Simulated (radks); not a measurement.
**Ionisation of Pm³⁺: one atom, several choices of relativity**

An exercise on one series of results from a longer session: the logs are not shown, and one member is left open.

The numbers are computed with radks (a radial shooting solver on a logarithmic mesh, Libxc functionals) version 1 (Kohn-Sham, PBE, spin-unpolarised, spherical densities), except any that are marked as measured or tabulated.

### Starting point

* element: promethium (Z = 61)
* charge: +3
* electrons: 58
* configuration: [Xe] 4f4
* ion: Pm⁴⁺, [Xe] 4f3
* choices: non-relativistic; scalar-relativistic; Dirac, 2j+1 shares; Dirac, low j first; scalar-relativistic, finite nucleus; Dirac, 2j+1 shares, finite nucleus; Dirac, c × 0.75; Dirac, c × 0.85; Dirac, c × 2

The first run:

The run's settings:

```text
Z 61
configuration [Xe] 4f4 6s0 5d0
relativity non-relativistic
functional pbe,pbe
spin unpolarised
nucleus point
```

Steps of the session up to this table: non-relativistic: Pm³⁺.

One table of the session follows, with a row left open; its other results are not shown here.

It belongs to the step «non-relativistic: Pm³⁺». Sizes of the orbitals, from the radial functions (bohr):

| level | <r> | outermost maximum (interpolated) | 90 % within | nodes |
| --- | --- | --- | --- | --- |
| 4s | 0.6245 | 0.582 | 0.895 | 3 |
| 4p | 0.6410 | 0.589 | 0.931 | 2 |
| 4d | 0.6835 | 0.601 | 1.02 | 1 |
| 5s | 1.482 | 1.35 | 2.12 | 4 |
| 5p | 1.642 | 1.46 | 2.38 | 3 |
| 4f | ? | ? | ? | ? |
| 5d | 2.202 | 1.86 | 3.29 | 2 |
| 6s | 3.355 | 3.15 | 4.72 | 5 |

Estimate the missing values for 4f.

As computed: <r>: 0.8952; outermost maximum (interpolated): 0.612; 90 % within: 1.51; nodes: 0. In the column «<r>» it lies between 4d (0.6835) and 5s (1.482).

Limits of these values: Spin polarisation and multiplet splitting of open shells are left out at every level.
